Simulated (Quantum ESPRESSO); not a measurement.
## Sn3Se: equation of state with LDA

Sn3Se:

```
Sn Se
1.0
     0.00000    3.73314    3.73314
     3.73314    0.00000    3.73314
     3.73314    3.73314    0.00000
Sn Se
3 1
Cartesian
  3.7331 3.7331 3.7331
  5.5997 5.5997 5.5997
  1.8666 1.8666 1.8666
  0.0000 0.0000 0.0000
```

The cell comes from a database or a generator and needn't be the stable form of this composition.

```json
{
 "Program": "Quantum ESPRESSO 7.5",
 "Task": "equation of state",
 "Functional": "LDA",
 "Potentials or basis": "GBRV 1.5 LDA",
 "Cutoff": "925 eV",
 "Density cutoff": "7401 eV",
 "k mesh": "6 × 6 × 6",
 "Occupations": "fermi-dirac, width 0.05 eV",
 "Spin": "no spin polarisation",
 "Form of the LDA correlation": "PZ81",
 "Mixing beta": "0.5",
 "Most SCF iterations": "120",
 "SCF threshold": "8e-10 Ry"
}
```

```
Equilibrium volume : 23.83 Å³/atom (rough: see the caveat)
Bulk modulus       : 63 GPa (rough)
```

Energy against volume, from the lowest point:
```
volume (Å³/atom)  energy (meV/atom)
          24.452               0.00
          24.973               6.84
          25.493              17.12
          26.013              30.30
          26.533              46.15
          27.054              64.27
          27.574              84.40
```

All runs of the series together: 7.5 min on 2 threads of Arm Neoverse V2 (shared host).

Caveat: the minimum lies outside the volumes run.
